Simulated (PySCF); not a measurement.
Runs of PySCF 2.14.0 on BiTe. It takes space group Fm-3m (No. 225, cubic). Conventional cell: a = 6.470 Å, b = 6.470 Å, c = 6.470 Å, α = 90.00°, β = 90.00°, γ = 90.00°. Around Bi (site symmetry m-3m) lie 6 Te at 3.23 Å. Around Te (site symmetry m-3m) lie 6 Bi at 3.23 Å. 

```csv
task,level,gaussian width of the DOS,conv_tol,max_cycle,gap on the mesh (eV),V0 of scaled cells (Å³/atom),B0 (GPa)
equation of state,PBE,-,-,-,-,34.72,(a)
density of states,PBE,0.15 eV,1e-07 Ha,60,none,-,-
density of states,PBEsol,0.15 eV,1e-07 Ha,60,none,-,-
equation of state,PBEsol,-,-,-,-,33.90,52
```

Alike in all rows: potentials or basis DZVP-MOLOPT-SR/GTH-PBE (potentials made for PBE); no spin polarisation; cell as given; k mesh 8 × 8 × 8; smearing fermi-dirac 0.05 eV.

Q: Fill in the values left out.

A: (a) 47.

Caveats: spin-orbit coupling is left out, which moves the levels of the heavy elements; the basis of atomic orbitals isn't converged, which shifts pressures, moduli and gaps; the potentials were made for another functional, which shifts forces and pressure (some runs).

A k mesh can miss the band edges, and the runs leave out spin-orbit coupling on Bi, Te.

A gap of «none» marks a metal or a gap under the smearing width.
